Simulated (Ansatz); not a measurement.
**AlF3H2Se: basis-set convergence**

The task here is to estimate one member of a computed series from the others.

Method: one geometry, several basis sets; program: Ansatz 0.2.0, Gaussian basis.

Plan: PBE0-D4/def2-SVP; ωB97M-V/def2-SVP; PBE0-D4/def2-QZVPP; ωB97M-V/def2-QZVPP; the functionals' def2-TZVPP values are taken from earlier runs.

## The geometry

The geometry comes from an earlier relaxation with PBE0-D4 in a triple-zeta def2 set; it is a stationary point, not always the lowest conformer.

SMILES `[F][Al-]([F])([F])[SeH2+]`, 7 atoms, charge 0, spin multiplicity 1.

Atoms are counted from 1 here; the program's logs count them from 0.

Bond lengths: F1–Al2 1.649 Å, Al2–F3 1.650 Å, Al2–F4 1.649 Å, Al2–Se5 2.593 Å, Se5–H6 1.470 Å, Se5–H7 1.470 Å. Angles: F1–Al2–F3 117.3°, F1–Al2–F4 118.5°, F1–Al2–Se5 98.1°, F3–Al2–F4 117.3°, F3–Al2–Se5 99.9°, F4–Al2–Se5 98.2°, Al2–Se5–H6 93.7°, Al2–Se5–H7 93.8°, H6–Se5–H7 91.6°.

As a file:

```xyz
7
AlF3H2Se
F     0.5669   -1.0650    1.8354
Al    0.2578   -1.0279    0.2161
F    -1.2903   -1.3334   -0.2673
F     1.4703   -1.4318   -0.8258
Se    0.3292    1.5428   -0.1121
H    -0.9676    1.7586    0.5451
H    -0.3050    1.4888   -1.4369
```

Set-up of the first run:

Contents of in.yaml:

```yaml
crystal:
  periodic: [false, false, false]
  atoms:
    - {symbol: F, position_ang: [0.566921, -1.065045, 1.835366]}
    - {symbol: Al, position_ang: [0.257769, -1.027924, 0.216060]}
    - {symbol: F, position_ang: [-1.290263, -1.333428, -0.267271]}
    - {symbol: F, position_ang: [1.470339, -1.431794, -0.825820]}
    - {symbol: Se, position_ang: [0.329153, 1.542773, -0.112107]}
    - {symbol: H, position_ang: [-0.967632, 1.758635, 0.545097]}
    - {symbol: H, position_ang: [-0.304986, 1.488784, -1.436926]}
basis:
  gaussian: {orbitals: def2-SVP}
hamiltonian: {xc: pbe0, dispersion: d4}
output: {orbitals: {seedname: orbitals}}
```

Run with:

```console
$ ansatz run in.yaml --threads 4 --pin off --events-out ev --progress --plain --max-ram 10444MiB
```

Among the steps run: PBE0-D4 in def2-SVP; ωB97M-V in def2-SVP; PBE0-D4 in def2-QZVPP; ωB97M-V in def2-QZVPP.

One of the session's tables, all rows but one given; the rest of the session is left out.

It belongs to the step «Density functionals: the series». 

```
functional       basis  HOMO (eV)
   PBE0-D4    def2-SVP      -9.41
   PBE0-D4  def2-TZVPP      -9.49
   PBE0-D4  def2-QZVPP      -9.52
   ωB97M-V    def2-SVP     -11.57
   ωB97M-V  def2-TZVPP          ?
   ωB97M-V  def2-QZVPP     -11.68
```

Q: Estimate the row for ωB97M-V, def2-TZVPP from the others.

As computed: HOMO (eV): -11.65. In the column «HOMO (eV)» it lies between ωB97M-V, def2-QZVPP (-11.68) and ωB97M-V, def2-SVP (-11.57).
